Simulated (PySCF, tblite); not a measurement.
# C₅H₉BO₂: geometry, infrared bands and NMR shifts

Aim: predict the infrared bands and NMR shifts of C₅H₉BO₂ (`OB(O)[C@@H]1C[C@@H]2C[C@@H]21`).

The runs use tblite 0.8.0 and PySCF 2.14.0, with density-fitted response routines of our own; the level of theory stands in each step. All values are computed, except where a source is named. Atoms count from 0, in the outputs and in this text.

## (1) The molecule as given

17 atoms, charge 0, multiplicity 1; geometry from: force field or distance geometry start.

Bonds of the start (Å): O0–B1 1.47, B1–O2 1.47, B1–C3 1.58, C3–C4 1.51, C4–C5 1.50, C5–C6 1.50, C6–C7 1.49, C7–C3 1.50, C7–C5 1.49, O0–H8 1.00, O2–H9 0.98, C3–H10 1.10, C4–H11 1.11, C4–H12 1.10, C5–H13 1.09, C6–H14 1.10, C6–H15 1.11, C7–H16 1.10.

## (2) Geometry optimisation with GFN2-xTB

What the job is given:

```
{"job": {"kind": "relax", "xc": "GFN2-xTB", "basis": "xTB"}, "charge": 0, "multiplicity": 1}
O      1.905000     0.454300     0.912300
B      1.362300    -0.693100     0.170600
O      2.181500    -1.907900     0.059900
C      0.086300    -0.442400    -0.718600
C     -0.239400     1.021200    -0.901900
C     -1.402300     0.830600     0.021300
C     -1.203600     0.183100     1.361700
C     -1.145900    -0.631700     0.114600
H      2.511700     0.919500     0.274800
H      2.499100    -1.991900    -0.864200
H      0.089000    -1.019000    -1.651400
H     -0.523000     1.306000    -1.934500
H      0.512500     1.672300    -0.422600
H     -2.378000     1.259400    -0.188800
H     -0.265300     0.443700     1.877400
H     -2.088900    -0.010300     2.009700
H     -1.908100    -1.381700    -0.130200
```

Command:

```console
> OMP_NUM_THREADS=1 python probes_run.py task.json out
```

This one command runs all jobs of the session in turn.

**Question.** This job is followed by: GFN2-xTB harmonic vibrations, gas phase; GIAO PBE0/pcSseg-1 NMR shielding, non-relativistic, gas phase. What will the session give for the following? strongest single infrared mode (GFN2-xTB); zero-point energy (GFN2-xTB); 13C shifts against TMS (PBE0/pcSseg-1); 1H shifts against TMS (PBE0/pcSseg-1, means over atoms taken as alike); 17O shifts against H2O (PBE0/pcSseg-1, means over atoms taken as alike); 11B shifts against BF3·OEt2 (PBE0/pcSseg-1).

**Answer**, as computed:

| quantity | value |
| --- | --- |
| strongest single infrared mode (GFN2-xTB) | 1202 cm⁻¹, 281 km/mol |
| zero-point energy (GFN2-xTB) | 86.4 kcal/mol |
| 13C shifts against TMS (PBE0/pcSseg-1) | 26.6, 24.1, 16.5, 14.9, 12.8 ppm |
| 1H shifts against TMS (PBE0/pcSseg-1, means over atoms taken as alike) | 3.91, 2.07, 1.74, 1.64, 1.56, 1.49, 1.03, 0.41 ppm |
| 17O shifts against H2O (PBE0/pcSseg-1, means over atoms taken as alike) | 123.6 ppm |
| 11B shifts against BF3·OEt2 (PBE0/pcSseg-1) | 28.0 ppm |

In words: The optimisation took 56 steps and gained 1.923 eV; among the close pairs (by a distance rule), O0–B1 changed most, from 1.470 to 1.348 Å. All 45 modes are real, so the xTB geometry is a minimum. The strongest single mode, at 1202 cm⁻¹, has its largest shares on B1, O2 and H10 (the list is cut at 3 atoms). Unscaled tight-binding wavenumbers are off by several per cent, some by more. Its intensities can rank the bands wrongly. At PBE0/pcSseg-1: The largest span, 163 ppm, is at O0, O2, where the paramagnetic term is -174 ppm.
